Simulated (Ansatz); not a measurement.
# CH₃F₂NSi: basis-set convergence

The task here is to estimate one member of a computed series from the others.

Program: Ansatz 0.2.0, Gaussian basis. Level of theory: one geometry, several basis sets. These are calculated values, not measurements.

Plan: PBE0-D4/def2-SVP; ωB97M-V/def2-SVP; PBE0-D4/def2-QZVPP; ωB97M-V/def2-QZVPP; the functionals' def2-TZVPP values are taken from earlier runs.

## Structure used throughout

The geometry comes from an earlier relaxation with PBE0-D4 in a triple-zeta def2 set; it is a stationary point, not always the lowest conformer.

SMILES `F/C=N/[SiH2]F`, 8 atoms, charge 0, spin multiplicity 1.

Atoms are counted from 1 here; the program's logs count them from 0.

Bond lengths: F1–C2 1.333 Å, C2–N3 1.234 Å, C2–H6 1.093 Å, N3–Si4 1.711 Å, Si4–F5 1.602 Å, Si4–H7 1.477 Å, Si4–H8 1.477 Å. Angles: F1–C2–N3 121.2°, F1–C2–H6 109.4°, N3–C2–H6 129.3°, C2–N3–Si4 130.5°, N3–Si4–F5 112.0°, N3–Si4–H7 108.2°, N3–Si4–H8 108.2°, F5–Si4–H7 107.7°, F5–Si4–H8 107.7°, H7–Si4–H8 113.0°.

The first run:

File in.yaml:

```yaml
crystal:
  periodic: [false, false, false]
  atoms:
    - {symbol: F, position_ang: [-1.700075, 1.744921, 1.206717]}
    - {symbol: C, position_ang: [-0.966059, 0.686813, 0.861118]}
    - {symbol: N, position_ang: [-0.219997, 0.719036, -0.121757]}
    - {symbol: Si, position_ang: [0.812078, -0.480088, -0.772199]}
    - {symbol: F, position_ang: [0.759608, -1.840633, 0.071837]}
    - {symbol: H, position_ang: [-1.150336, -0.129133, 1.564570]}
    - {symbol: H, position_ang: [2.198070, 0.026703, -0.721862]}
    - {symbol: H, position_ang: [0.358911, -0.784719, -2.144125]}
basis:
  gaussian: {orbitals: def2-SVP}
hamiltonian: {xc: pbe0, dispersion: d4}
output: {orbitals: {seedname: orbitals}}
```

Run with:

```bash
ansatz run in.yaml --threads 2 --pin off --events-out ev --progress --plain --max-ram 4352MiB
```

Among the steps run: PBE0-D4 in def2-SVP; ωB97M-V in def2-SVP; PBE0-D4 in def2-QZVPP; ωB97M-V in def2-QZVPP.

One of the session's tables, all rows but one given; the rest of the session is left out.

It belongs to the step «Functionals by basis». 

```
functional       basis  HOMO (eV)
   PBE0-D4    def2-SVP      -8.55
   PBE0-D4  def2-TZVPP      -8.69
   PBE0-D4  def2-QZVPP          ?
   ωB97M-V    def2-SVP     -10.91
   ωB97M-V  def2-TZVPP     -11.07
   ωB97M-V  def2-QZVPP     -11.10
```

Estimate the missing values for PBE0-D4, def2-QZVPP.

The run gave: HOMO (eV): -8.72. In the column «HOMO (eV)» it lies between ωB97M-V, def2-SVP (-10.91) and PBE0-D4, def2-TZVPP (-8.69).
